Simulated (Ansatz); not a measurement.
**AsH₆InO₃: small, medium and large basis sets**

An exercise on one series of results from a longer session: the logs are not shown, and one member is left open.

Computed with Ansatz 0.2.0, Gaussian basis. Level: one geometry, several basis sets.

Levels to be run: PBE0-D4/def2-SVP; ωB97M-V/def2-SVP; PBE0-D4/def2-QZVPP; ωB97M-V/def2-QZVPP; the functionals' def2-TZVPP values are taken from earlier runs.

1 further run of the same task is left out (it didn't finish).

## Structure used throughout

An earlier PBE0-D4 in a triple-zeta def2 set relaxation fixed the geometry. In takes the def2 core potential; no spin-orbit term is included.

SMILES `[OH][In-]([OH])([OH])[AsH3+]`, 11 atoms, charge 0, spin multiplicity 1.

Atoms are counted from 1 here; the program's logs count them from 0.

Bond lengths: O1–In2 1.993 Å, O1–H6 0.960 Å, In2–O3 1.993 Å, In2–O4 1.993 Å, In2–As5 2.871 Å, O3–H7 0.960 Å, O4–H8 0.960 Å, As5–H9 1.508 Å, As5–H10 1.508 Å, As5–H11 1.508 Å. Angles: In2–O1–H6 111.8°, O1–In2–O3 119.0°, O1–In2–O4 119.0°, O1–In2–As5 95.8°, O3–In2–O4 119.0°, O3–In2–As5 95.9°, O4–In2–As5 95.9°, In2–O3–H7 111.7°, In2–O4–H8 111.8°, In2–As5–H9 120.1°, In2–As5–H10 120.0°, In2–As5–H11 120.0°, H9–As5–H10 97.1°, H9–As5–H11 97.1°, H10–As5–H11 97.1°.

The first run:

File in.yaml:

```yaml
crystal:
  periodic: [false, false, false]
  atoms:
    - {symbol: O, position_ang: [-1.876742, 0.298258, 1.374190]}
    - {symbol: In, position_ang: [-0.070962, -0.439294, 0.963367]}
    - {symbol: O, position_ang: [1.536158, 0.461646, 1.724610]}
    - {symbol: O, position_ang: [0.083169, -2.328643, 0.346807]}
    - {symbol: As, position_ang: [0.138343, 0.739261, -1.646693]}
    - {symbol: H, position_ang: [-1.833853, 1.003091, 2.024684]}
    - {symbol: H, position_ang: [2.268135, -0.149900, 1.834524]}
    - {symbol: H, position_ang: [-0.757376, -2.789669, 0.398862]}
    - {symbol: H, position_ang: [1.351194, 0.471839, -2.502212]}
    - {symbol: H, position_ang: [0.128177, 2.239441, -1.800815]}
    - {symbol: H, position_ang: [-0.900944, 0.436870, -2.696822]}
basis:
  gaussian: {orbitals: def2-SVP}
hamiltonian: {xc: pbe0, dispersion: d4}
output: {orbitals: {seedname: orbitals}}
```

The run is started by

```sh
ansatz run in.yaml --threads 2 --pin off --events-out ev --progress --plain --max-ram 32768MiB --backend cpu
```

Steps of the session up to this table: PBE0-D4 in def2-SVP; ωB97M-V in def2-SVP; PBE0-D4 in def2-QZVPP; ωB97M-V in def2-QZVPP.

One of the session's tables, all rows but one given; the rest of the session is left out.

```
functional       basis  HOMO (eV)
   PBE0-D4    def2-SVP      -7.63
   PBE0-D4  def2-TZVPP      -7.98
   PBE0-D4  def2-QZVPP          ?
   ωB97M-V    def2-SVP     -10.02
   ωB97M-V  def2-TZVPP     -10.31
   ωB97M-V  def2-QZVPP     -10.37
```

**Question.** Estimate the row for PBE0-D4, def2-QZVPP.

**Answer.** HOMO (eV): -8.05. In the column «HOMO (eV)» it lies between ωB97M-V, def2-SVP (-10.02) and PBE0-D4, def2-TZVPP (-7.98).
